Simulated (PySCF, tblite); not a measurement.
# C₄₀H₂₀: electronic excitations, NMR shifts

Aim: compute the electronic excitations, NMR shifts of C₄₀H₂₀.

Computed with tblite 0.8.0 and PySCF 2.14.0 and routines of our own; the level stands in each step. Atoms count from 0.

## (1) The starting structure

60 atoms, charge 0, multiplicity 1; geometry from: force field, distance geometry or constructed start.

## (2) Relaxing the molecule with GFN2-xTB

What the job is given:

```
{"job": {"kind": "relax", "xc": "GFN2-xTB", "basis": "xTB"}, "charge": 0, "multiplicity": 1}
C      2.747500     1.990800    -1.846200
C      1.691800     2.938400    -1.851500
C     -0.349200     3.369100    -0.613900
C     -1.048300     3.228500    -1.850800
C     -2.269400     2.518100    -1.841200
C     -3.319200     0.704300    -0.617500
C     -3.389900     0.001700    -1.847900
C     -3.093500    -1.376100    -1.843100
C     -1.692300    -2.937900    -0.615300
C     -1.050400    -3.224900    -1.843000
C      0.352300    -3.372600    -1.846700
C      2.265900    -2.521300    -0.614900
C      2.739200    -1.991900    -1.839600
C      3.318100    -0.705400    -1.847300
C      3.387800     0.005100    -0.614700
C      3.095000     1.379400    -0.608600
C      2.743000     1.994500     0.615800
C      1.693900     2.932400     0.613900
C      1.047000     3.225900    -0.612400
C     -0.351600     3.372300     1.847300
C     -1.049900     3.227900     0.616400
C     -2.269300     2.520800     0.614700
C     -2.739200     1.997200    -0.608300
C     -3.320100     0.700500     1.843100
C     -3.389500     0.002600     0.615800
C     -3.103000    -1.379700     0.617400
C     -2.741900    -1.990300    -0.615600
C     -1.695600    -2.935200     1.845800
C     -1.047000    -3.223700     0.612900
C      0.355500    -3.371000     0.618300
C      1.051200    -3.223500    -0.616000
C      2.266500    -2.518000     1.844800
C      2.741600    -1.992500     0.613000
C      3.318000    -0.706100     0.618600
C      3.391200     0.001800     1.841300
C      3.097400     1.381000     1.841700
C      1.046800     3.224200     1.840500
C     -2.741700     1.995100     1.842000
C     -2.741500    -1.996500     1.844500
C      1.042800    -3.220700     1.845800
H      3.267300     1.738500    -2.762400
H      1.395600     3.425900    -2.762500
H     -0.641000     3.646500    -2.769800
H     -2.831500     2.381600    -2.768000
H     -3.670300     0.513900    -2.763800
H     -3.143200    -1.957700    -2.769600
H     -1.617800    -3.328800    -2.766800
H      0.892400    -3.590400    -2.763900
H      2.666900    -2.569200    -2.766000
H      3.694900    -0.260600    -2.764200
H     -0.893600     3.585700     2.769300
H     -3.686400     0.262600     2.765900
H     -1.390100    -3.431900     2.766300
H      2.830700    -2.383700     2.763200
H      3.667300    -0.513100     2.767700
H      3.140800     1.962300     2.766800
H      1.626800     3.323200     2.764300
H     -2.662600     2.577200     2.765500
H     -3.267300    -1.741500     2.770200
H      0.645000    -3.643500     2.765200
```

Command:

```bash
OMP_NUM_THREADS=4 python large_run.py task.json out
```

One launch serves the whole session: the jobs run in the order shown.

The log of the run:

```text
step      E/eV     max force
  0   -2604.82500    3.173
  1   -2605.78649    1.420
  2   -2606.03778    0.564
  3   -2606.23723    0.598
  4   -2606.40505    0.473
  5   -2606.45568    0.202
  6   -2606.47124    0.175
  7   -2606.49514    0.238
  8   -2606.52023    0.278
  9   -2606.53665    0.207
 10   -2606.54211    0.072
 11   -2606.54428    0.058
 12   -2606.54728    0.094
 13   -2606.55384    0.159
 14   -2606.56283    0.177
 15   -2606.57219    0.164
 16   -2606.57830    0.114
 17   -2606.58135    0.060
 18   -2606.58262    0.049
 19   -2606.58335    0.037
 20   -2606.58394    0.038
 21   -2606.58438    0.030
 22   -2606.58463    0.018
```

It took 1 s on 4 threads of Arm Neoverse V2, shared host; peak memory 0.17 GiB.

Step by step:

```
step  energy from step 0 (eV)  largest force (eV/Å)
   0                   0.0000                3.1737
   1                  -0.9615                1.4201
   2                  -1.2128                0.5633
   3                  -1.4122                0.5981
   4                  -1.5801                0.4731
   5                  -1.6307                0.2015
   6                  -1.6462                0.1753
   7                  -1.6701                0.2375
   8                  -1.6952                0.2787
   9                  -1.7117                0.2065
  10                  -1.7171                0.0721
  11                  -1.7193                0.0576
  12                  -1.7223                0.0941
  13                  -1.7288                0.1592
  14                  -1.7378                0.1763
  15                  -1.7472                0.1648
  16                  -1.7533                0.1145
  17                  -1.7564                0.0591
  18                  -1.7576                0.0492
  19                  -1.7584                0.0363
  20                  -1.7589                0.0375
  21                  -1.7594                0.0297
  22                  -1.7596                0.0182
```

Close pairs (by a distance rule), those that changed most:

```
   bond  before (Å)  after (Å)  change (Å)
  C0–C1       1.419      1.357      -0.062
C23–C37       1.418      1.357      -0.061
  C3–C4       1.413      1.357      -0.056
C31–C39       1.411      1.357      -0.054
C12–C13       1.411      1.357      -0.054
 C9–C10       1.410      1.357      -0.054
C34–C35       1.410      1.357      -0.053
  C6–C7       1.409      1.357      -0.052
```

The final coordinates are the input of the step that follows.

## (3) Electronic excitations: TDA LC-wPBE/def2-SVP

What the job is given:

```
{"job": {"kind": "uv", "basis": "def2-SVP", "grid": 1, "kgrid": 0, "vcut": 1.5, "nstates": 8, "ntriplets": 3, "tda": true, "delta": ["ip_vertical"], "pop": true, "xc": "LC-wPBE"}, "charge": 0, "multiplicity": 1}
C      2.799727     2.094300    -1.806795
C      1.791433     3.002296    -1.806390
C     -0.360400     3.396741    -0.609804
C     -1.126074     3.309220    -1.807080
C     -2.301127     2.630907    -1.806812
C     -3.342238     0.707235    -0.609750
C     -3.495757    -0.048474    -1.806827
C     -3.213518    -1.375700    -1.806713
C     -1.704456    -2.959251    -0.609551
C     -1.033394    -3.338488    -1.806598
C      0.315879    -3.480510    -1.806479
C      2.288714    -2.535776    -0.609523
C      2.856870    -2.014490    -1.806306
C      3.409918    -0.775706    -1.806443
C      3.416803    -0.004572    -0.609630
C      3.120366     1.392603    -0.609824
C      2.767728     2.004758     0.609649
C      1.705780     2.960417     0.609959
C      1.060142     3.247759    -0.609374
C     -0.315402     3.481422     1.806888
C     -1.050944     3.250333     0.609729
C     -2.288043     2.536566     0.609775
C     -2.760750     2.012015    -0.609696
C     -3.408686     0.776127     1.806417
C     -3.416054     0.004703     0.609616
C     -3.119295    -1.392513     0.609729
C     -2.766291    -2.004103    -0.609734
C     -1.791487    -3.002082     1.806480
C     -1.059706    -3.247051     0.609889
C      0.360770    -3.396655     0.609878
C      1.051743    -3.249863    -0.609491
C      2.301313    -2.629750     1.807032
C      2.761228    -2.010964     0.609905
C      3.342862    -0.706528     0.609950
C      3.496072     0.049289     1.806893
C      3.214723     1.376684     1.806969
C      1.034002     3.338650     1.807264
C     -2.856150     2.015368     1.806778
C     -2.799269    -2.093789     1.806772
C      1.126269    -3.307986     1.807178
H      3.280169     1.823137    -2.734047
H      1.471038     3.452258    -2.733130
H     -0.719602     3.682928    -2.733750
H     -2.828054     2.466294    -2.733424
H     -3.725400     0.453740    -2.733691
H     -3.220089    -1.927684    -2.733572
H     -1.581599    -3.401639    -2.733604
H      0.838972    -3.656881    -2.733193
H      2.747835    -2.555956    -2.732674
H      3.738791    -0.332826    -2.733310
H     -0.839149     3.657525     2.733439
H     -3.737168     0.333044     2.733431
H     -1.472628    -3.452558     2.733151
H      2.827289    -2.464453     2.734293
H      3.725207    -0.452549     2.733856
H      3.220801     1.929205     2.733652
H      1.582054     3.402201     2.734350
H     -2.746875     2.556786     2.733492
H     -3.280554    -1.822729     2.733429
H      0.719566    -3.682090     2.733848
```

Method: TDA LC-wPBE/def2-SVP, vertical, gas phase, core orbitals frozen in the response, virtual orbitals cut by energy.

The log of the run:

```text
start: PBE on a coarse grid of 51439 points
cycle   1  E = -1532.6324982592  dE =  7.276e+00  |g| = 9.340e-01  |ddm| = 1.185e+01
cycle   2  E = -1532.4912387787  dE =  1.413e-01  |g| = 1.209e+00  |ddm| = 4.913e+00
cycle   3  E = -1532.8944082130  dE = -4.032e-01  |g| = 1.515e-01  |ddm| = 3.570e+00
cycle   4  E = -1532.8990017641  dE = -4.594e-03  |g| = 6.481e-02  |ddm| = 7.159e-01
cycle   5  E = -1532.8998517102  dE = -8.499e-04  |g| = 2.658e-02  |ddm| = 1.548e-01
cycle   6  E = -1532.9000287762  dE = -1.771e-04  |g| = 7.108e-03  |ddm| = 5.699e-02
final grid: 225291 points
cycle   7  E = -1533.9652556023  dE = -3.783e-02  |g| = 6.047e-02  |ddm| = 2.218e+00
cycle   8  E = -1533.9682357813  dE = -2.980e-03  |g| = 2.060e-02  |ddm| = 3.700e-01
cycle   9  E = -1533.9687336617  dE = -4.979e-04  |g| = 1.206e-02  |ddm| = 1.074e-01
cycle  10  E = -1533.9688124583  dE = -7.880e-05  |g| = 5.474e-03  |ddm| = 3.195e-02
cycle  11  E = -1533.9688392989  dE = -2.684e-05  |g| = 2.099e-03  |ddm| = 1.529e-02
cycle  12  E = -1533.9688438819  dE = -4.583e-06  |g| = 8.685e-04  |ddm| = 8.878e-03
cycle  13  E = -1533.9688435673  dE =  3.145e-07  |g| = 1.886e-04  |ddm| = 2.383e-03
cycle  14  E = -1533.9688441406  dE = -5.733e-07  |g| = 7.231e-05  |ddm| = 1.165e-03
converged SCF energy = -1533.9688441406
Vertical ionisation energy (delta-SCF) = 6.8002 eV   <S^2> = 0.774

Static polarisability (au): isotropic 400.661, principal 378.231 411.834 411.918

Singlet excitations
state   eV       nm        f      main configurations
  1   2.8637    433.0   0.00000   H->L 0.92
  2   3.7194    333.3   0.00618   H-1->L 0.46, H->L+1 0.29
  3   3.9518    313.7   0.00000   H->L+2 0.34, H-2->L 0.32
  4   3.9523    313.7   0.00000   H->L+3 0.34, H-3->L 0.32
  5   4.5482    272.6   0.13790   H->L+4 0.35, H-4->L 0.29, H-1->L+3 0.08
  6   4.5489    272.6   0.13765   H->L+5 0.35, H-5->L 0.29, H-1->L+2 0.08
  7   4.5782    270.8   0.00000   H->L+6 0.55, H-6->L 0.13
  8   4.5787    270.8   0.00000   H->L+7 0.55, H-7->L 0.13

Triplet excitations (Tamm-Dancoff, eV): 2.0959 2.9506 2.9514
```

Run time: 2.7 min. Hardware: 4 threads of Arm Neoverse V2, shared host; peak memory 4.1 GiB.

The orbitals next to the gap, with their largest atomic shares:

```
orbital     eV                      atoms
 HOMO−4  -9.04  C25 8 %, C15 8 %, C18 8 %
 HOMO−3  -8.55    C31 7 %, C4 7 %, C9 6 %
 HOMO−2  -8.55    C34 7 %, C6 7 %, C7 6 %
 HOMO−1  -8.18                           
   HOMO  -7.14                           
   LUMO  -0.44                           
 LUMO+1   0.84                           
 LUMO+2   0.90  C12 6 %, C37 6 %, C13 6 %
 LUMO+3   0.90  C19 6 %, C10 6 %, C38 6 %
```

With each of the 8 states as a Gaussian band of 0.4 eV half-width at 1/e, the curve within the window shown has maxima at 272 nm (ε 11,000) L/(mol cm). Beyond the last state computed it falls off for lack of states. The curve at chosen wavelengths:

| nm | ε (L/mol/cm) |
| --- | --- |
| 254 | 5645 |
| 266 | 10343 |
| 277 | 10781 |
| 289 | 7335 |
| 301 | 3581 |
| 313 | 1450 |
| 324 | 657 |
| 336 | 358 |
| 348 | 239 |
| 359 | 166 |
| 371 | 103 |
| 383 | 58 |
| 395 | 30 |
| 406 | 16 |
| 418 | 7 |
| 430 | 3 |
| 442 | 1 |
| 453 | 1 |
| 465 | 0 |
| 477 | 0 |
| 488 | 0 |
| 500 | 0 |
| 512 | 0 |
| 524 | 0 |
| 535 | 0 |
| 547 | 0 |

Ground-state properties from the same run:

```
           property  computed
  dipole moment (D)      0.00
polarisability (Å³)     59.37
 HOMO–LUMO gap (eV)      6.69
      −ε(HOMO) (eV)      7.14
```

## (4) NMR shifts: GIAO KT3/pcSseg-1

The job, as its differences from that of step 3:

```diff
@@ -1,2 +1,2 @@
-{"job": {"kind": "uv", "basis": "def2-SVP", "grid": 1, "kgrid": 0, "vcut": 1.5, "nstates": 8, "ntriplets": 3, "tda": true, "delta": ["ip_vertical"], "pop": true, "xc": "LC-wPBE"}, "charge": 0, "multiplicity": 1}
+{"job": {"kind": "nmr", "basis": "pcSseg-1", "pop": false, "xc": "KT3"}, "charge": 0, "multiplicity": 1}
 C      2.799727     2.094300    -1.806795
```

Level: GIAO KT3/pcSseg-1 NMR shielding, non-relativistic, gas phase.

The log of the run:

```text
start: PBE on a coarse grid of 51439 points
cycle   1  E = -1533.5196498508  dE =  7.629e+00  |g| = 9.943e-01  |ddm| = 1.134e+01
cycle   2  E = -1533.3721739883  dE =  1.475e-01  |g| = 1.265e+00  |ddm| = 4.112e+00
cycle   3  E = -1533.7997908669  dE = -4.276e-01  |g| = 1.401e-01  |ddm| = 2.664e+00
cycle   4  E = -1533.8036626143  dE = -3.872e-03  |g| = 4.849e-02  |ddm| = 3.776e-01
cycle   5  E = -1533.8040769983  dE = -4.144e-04  |g| = 2.248e-02  |ddm| = 8.100e-02
cycle   6  E = -1533.8041948068  dE = -1.178e-04  |g| = 7.293e-03  |ddm| = 4.806e-02
final grid: 475954 points
cycle   7  E = -1561.7213983246  dE = -9.146e-02  |g| = 3.229e-02  |ddm| = 2.563e+00
cycle   8  E = -1561.7210557350  dE =  3.426e-04  |g| = 4.620e-02  |ddm| = 1.376e-01
cycle   9  E = -1561.7214646525  dE = -4.089e-04  |g| = 2.609e-02  |ddm| = 9.816e-02
cycle  10  E = -1561.7216486645  dE = -1.840e-04  |g| = 9.628e-03  |ddm| = 4.412e-02
cycle  11  E = -1561.7216732592  dE = -2.459e-05  |g| = 2.709e-03  |ddm| = 1.879e-02
cycle  12  E = -1561.7216755847  dE = -2.326e-06  |g| = 1.216e-03  |ddm| = 5.217e-03
cycle  13  E = -1561.7216756512  dE = -6.641e-08  |g| = 5.170e-04  |ddm| = 2.517e-03
cycle  14  E = -1561.7216762018  dE = -5.506e-07  |g| = 1.305e-04  |ddm| = 9.083e-04
cycle  15  E = -1561.7216749897  dE =  1.212e-06  |g| = 8.190e-05  |ddm| = 4.563e-04
converged SCF energy = -1561.7216749897

GIAO shielding tensors (ppm)
atom      isotropic    diamagn.    paramagn.     s11        s22        s33       span
  0 C       70.393     260.804    -190.411    -19.383     59.747    170.813    190.196
  1 C       70.361     260.774    -190.413    -19.422     59.680    170.825    190.246
  2 C       67.338     269.485    -202.147      0.171     24.320    177.523    177.351
  3 C       70.430     260.603    -190.173    -19.424     59.821    170.893    190.317
  4 C       70.414     260.773    -190.359    -19.400     59.757    170.885    190.285
  5 C       67.273     269.543    -202.270      0.054     24.280    177.485    177.431
  6 C       70.368     260.622    -190.254    -19.445     59.731    170.820    190.265
  7 C       70.396     260.703    -190.306    -19.371     59.733    170.826    190.197
  8 C       67.325     269.434    -202.109      0.183     24.247    177.545    177.362
  9 C       70.418     260.639    -190.221    -19.415     59.823    170.844    190.259
 10 C       70.398     260.629    -190.231    -19.416     59.739    170.872    190.288
 11 C       67.295     269.402    -202.107      0.127     24.222    177.536    177.409
 12 C       70.442     260.781    -190.340    -19.345     59.764    170.906    190.251
 13 C       70.451     260.620    -190.169    -19.368     59.812    170.909    190.277
 14 C       67.324     269.520    -202.196      0.143     24.296    177.533    177.390
 15 C       67.253     269.475    -202.222      0.075     24.183    177.500    177.426
 16 C       67.248     269.395    -202.147      0.065     24.195    177.483    177.418
 17 C       67.270     269.421    -202.151      0.077     24.284    177.449    177.371
 18 C       67.274     269.415    -202.141      0.097     24.199    177.527    177.431
 19 C       70.377     260.621    -190.243    -19.466     59.743    170.855    190.321
 20 C       67.337     269.451    -202.113      0.189     24.273    177.550    177.360
 21 C       67.274     269.447    -202.173      0.139     24.136    177.549    177.410
 22 C       67.277     269.410    -202.133      0.147     24.203    177.481    177.334
 23 C       70.404     260.633    -190.229    -19.392     59.710    170.893    190.285
 24 C       67.322     269.499    -202.177      0.081     24.372    177.512    177.431
 25 C       67.285     269.495    -202.210      0.103     24.219    177.531    177.428
 26 C       67.292     269.332    -202.040      0.176     24.177    177.524    177.348
 27 C       70.455     260.713    -190.258    -19.305     59.729    170.942    190.247
 28 C       67.355     269.389    -202.035      0.195     24.323    177.546    177.352
 29 C       67.327     269.513    -202.186      0.118     24.329    177.534    177.416
 30 C       67.326     269.470    -202.144      0.136     24.318    177.524    177.387
 31 C       70.410     260.756    -190.346    -19.391     59.771    170.850    190.242
 32 C       67.283     269.430    -202.148      0.135     24.180    177.533    177.397
 33 C       67.333     269.463    -202.129      0.157     24.308    177.535    177.378
 34 C       70.409     260.602    -190.193    -19.408     59.761    170.875    190.283
 35 C       70.363     260.713    -190.350    -19.438     59.717    170.810    190.247
 36 C       70.377     260.659    -190.282    -19.415     59.710    170.838    190.253
 37 C       70.404     260.803    -190.399    -19.403     59.776    170.841    190.244
 38 C       70.438     260.792    -190.354    -19.387     59.832    170.868    190.256
 39 C       70.368     260.634    -190.266    -19.467     59.739    170.832    190.299
 40 H       23.426      38.556     -15.129     20.016     22.644     27.620      7.604
 41 H       23.427      38.556     -15.129     20.011     22.646     27.624      7.614
 42 H       23.429      38.545     -15.116     20.015     22.650     27.622      7.608
 43 H       23.432      38.544     -15.112     20.024     22.644     27.628      7.604
 44 H       23.425      38.522     -15.096     20.015     22.644     27.616      7.600
 45 H       23.430      38.509     -15.079     20.029     22.641     27.619      7.590
 46 H       23.428      38.532     -15.104     20.017     22.644     27.624      7.606
 47 H       23.432      38.526     -15.095     20.022     22.648     27.625      7.603
 48 H       23.433      38.555     -15.122     20.025     22.645     27.629      7.604
 49 H       23.432      38.554     -15.122     20.021     22.651     27.624      7.603
 50 H       23.427      38.539     -15.112     20.011     22.647     27.624      7.613
 51 H       23.432      38.548     -15.116     20.017     22.649     27.629      7.613
 52 H       23.435      38.548     -15.113     20.028     22.651     27.627      7.599
 53 H       23.429      38.547     -15.118     20.017     22.639     27.631      7.614
 54 H       23.429      38.521     -15.093     20.016     22.644     27.626      7.610
 55 H       23.425      38.513     -15.088     20.021     22.641     27.613      7.592
 56 H       23.428      38.514     -15.086     20.019     22.642     27.624      7.605
 57 H       23.426      38.563     -15.137     20.017     22.638     27.622      7.604
 58 H       23.427      38.552     -15.124     20.018     22.645     27.619      7.601
 59 H       23.426      38.532     -15.106     20.012     22.646     27.619      7.607
```

Wall time 56 s (4 threads of Arm Neoverse V2, shared host); peak memory 2.6 GiB.

The references, computed at this level on geometries of the same kind, shield at (ppm): 1H TMS 31.76, 13C TMS 184.7. Their shielding less the atom's gives the shift. The references are single molecules in the gas phase. Atoms listed in one row are averaged.

```
                              atoms                         environment  σ (ppm)  δ (ppm)
   C2, C5, C8, C11, C14 and 15 more                carbon bonded to 3 C     67.3    117.4
     C0, C1, C3, C4, C6 and 15 more             carbon bonded to 2 C, H     70.4    114.3
H40, H41, H42, H43, H44 and 15 more  hydrogen on a carbon bonded to 2 C    23.43     8.33
```

Ring of atoms C0, C1, C15, C16, C17, C18: NICS(0) -5.3, NICS(1) -7.4, NICS(1)zz -21.6 ppm (means of both faces).

The two faces differ (NICS(1)zz -17.7 and -25.6 ppm).

## (5) What came out

```
                                                              quantity                        value
                                     lowest singlet (LC-wPBE/def2-SVP)  2.86 eV (433 nm), f = 0.000
                              brightest single state of those computed  state 5, 4.55 eV, f = 0.138
                                                        lowest triplet                      2.10 eV
                                     vertical ionisation energy (ΔSCF)                      6.80 eV
13C shifts against TMS (KT3/pcSseg-1, means over atoms taken as alike)             117.4, 114.3 ppm
 1H shifts against TMS (KT3/pcSseg-1, means over atoms taken as alike)                     8.33 ppm
```

What this shows: The first singlet state (HOMO→LUMO 0.92) lies at 2.86 eV and is dark; of the 8 states computed, the strongest absorption comes from states 5 to 6 together at 4.55 eV. The lowest triplet lies 0.77 eV below the lowest singlet. ΔSCF puts the ionisation energy at 6.80 eV, 0.34 eV below −ε(HOMO). At KT3/pcSseg-1: Shielding is most anisotropic at C0, C1, C3, C4, C6 and 15 more (span 190 ppm, paramagnetic term -190 ppm).
